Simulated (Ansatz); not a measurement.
# C₅HMnO₅: a ladder of functionals and wavefunction methods

The task here is to estimate one member of a computed series from the others.

Program: Ansatz 0.2.0, Gaussian basis. Level of theory: functionals in def2-TZVPP, the program's frozen cores in correlated methods. These are calculated values, not measurements.

Levels to be run: LDA (SPW92), PBE-D4, revPBE-D4, BLYP-D4, r2SCAN-D4, B97M-V, PBE0-D4, B3LYP-D4, r2SCANh-D4, r2SCAN0-D4, HSE06-D4, BHLYP-D4, CAM-B3LYP-D4, LC-ωPBE, ωB97X-V, ωB97M-V, B2PLYP, PBE-QIDH; CCSD(T)/def2-SVP; CCSD(T)/def2-TZVPP; MP2/def2-QZVPP; extrapolation to the limit.

1 further run of the same task is left out (set aside as unsound or not needed).

## The geometry

All runs share one geometry, relaxed beforehand with PBE0-D4 in a triple-zeta def2 set.

12 atoms, charge 0, spin multiplicity 1.

Atoms are counted from 1 here; the program's logs count them from 0.

Bond lengths: O1–C2 1.135 Å, C2–Mn3 1.835 Å, Mn3–C4 1.830 Å, Mn3–C6 1.835 Å, Mn3–C8 1.835 Å, Mn3–C10 1.835 Å, Mn3–H12 1.566 Å, C4–O5 1.137 Å, C6–O7 1.135 Å, C8–O9 1.135 Å, C10–O11 1.135 Å. Angles: O1–C2–Mn3 176.9°, C2–Mn3–C4 97.2°, C2–Mn3–C6 165.6°, C2–Mn3–C8 89.1°, C2–Mn3–C10 89.1°, C2–Mn3–H12 82.8°, C4–Mn3–C6 97.2°, C4–Mn3–C8 97.2°, C4–Mn3–C10 97.2°, C4–Mn3–H12 180.0°, C6–Mn3–C8 89.1°, C6–Mn3–C10 89.1°, C6–Mn3–H12 82.8°, C8–Mn3–C10 165.7°, C8–Mn3–H12 82.8°, C10–Mn3–H12 82.8°, Mn3–C4–O5 180.0°, Mn3–C6–O7 176.9° and more.

As a file:

```xyz
12
C5HMnO5
O     0.4257   -2.9405    0.1706
C     0.2485   -1.8223    0.0939
Mn    0.0389   -0.0007    0.0298
C    -1.4140    0.0240   -1.0823
O    -2.3171    0.0394   -1.7736
C     0.1945    1.8147    0.2451
O     0.3386    2.9275    0.4144
C    -0.8856   -0.0802    1.6126
O    -1.4044   -0.1298    2.6206
C     1.3271    0.0727   -1.2747
O     2.1657    0.1169   -2.0379
H     1.2822   -0.0217    0.9815
```

The first run:

in.yaml

```yaml
crystal:
  periodic: [false, false, false]
  atoms:
    - {symbol: O, position_ang: [0.425748, -2.940470, 0.170599]}
    - {symbol: C, position_ang: [0.248479, -1.822291, 0.093936]}
    - {symbol: Mn, position_ang: [0.038950, -0.000674, 0.029805]}
    - {symbol: C, position_ang: [-1.413998, 0.023994, -1.082332]}
    - {symbol: O, position_ang: [-2.317121, 0.039370, -1.773567]}
    - {symbol: C, position_ang: [0.194469, 1.814746, 0.245092]}
    - {symbol: O, position_ang: [0.338573, 2.927484, 0.414430]}
    - {symbol: C, position_ang: [-0.885643, -0.080178, 1.612598]}
    - {symbol: O, position_ang: [-1.404366, -0.129764, 2.620607]}
    - {symbol: C, position_ang: [1.327070, 0.072676, -1.274728]}
    - {symbol: O, position_ang: [2.165674, 0.116862, -2.037883]}
    - {symbol: H, position_ang: [1.282166, -0.021736, 0.981453]}
basis:
  gaussian: {orbitals: def2-TZVPP}
hamiltonian: {xc: lda}
output: {orbitals: {seedname: orbitals}}
```

Among the steps run: LDA; PBE-D4 (GGA); revPBE-D4 (GGA); BLYP-D4 (GGA); r2SCAN-D4 (meta-GGA); B97M-V (meta-GGA); PBE0-D4 (hybrid); B3LYP-D4 (hybrid); r2SCANh-D4 (hybrid); r2SCAN0-D4 (hybrid); HSE06-D4 (hybrid); BHLYP-D4 (hybrid); CAM-B3LYP-D4 (range-separated); LC-ωPBE (range-separated); ωB97X-V (range-separated); ωB97M-V (range-separated); B2PLYP (double hybrid); PBE-QIDH (double hybrid).

One table of the session follows, with a row left open; its other results are not shown here.

It belongs to the step «Frontier levels by functional». 

| functional | HOMO (eV) | gap (eV) |
| --- | --- | --- |
| LDA (SPW92) | -6.86 | 4.46 |
| PBE-D4 | -6.60 | 4.48 |
| revPBE-D4 | -6.50 | 4.50 |
| BLYP-D4 | -6.44 | 4.43 |
| r2SCAN-D4 | -6.82 | 4.89 |
| B97M-V | -6.76 | 4.95 |
| PBE0-D4 | -7.85 | 6.81 |
| B3LYP-D4 | -7.61 | 6.29 |
| r2SCANh-D4 | -7.30 | 5.77 |
| r2SCAN0-D4 | -8.06 | 7.12 |
| HSE06-D4 | ? | ? |
| BHLYP-D4 | -9.12 | 9.26 |
| CAM-B3LYP-D4 | -9.10 | 9.22 |
| LC-ωPBE | -10.23 | 11.60 |
| ωB97X-V | -9.99 | 11.30 |
| ωB97M-V | -9.99 | 11.02 |

Q: Estimate the row for HSE06-D4 from the others.

**Answer.** HOMO (eV): -7.46; gap (eV): 6.03. In the column «HOMO (eV)» it lies between B3LYP-D4 (-7.61) and r2SCANh-D4 (-7.30).
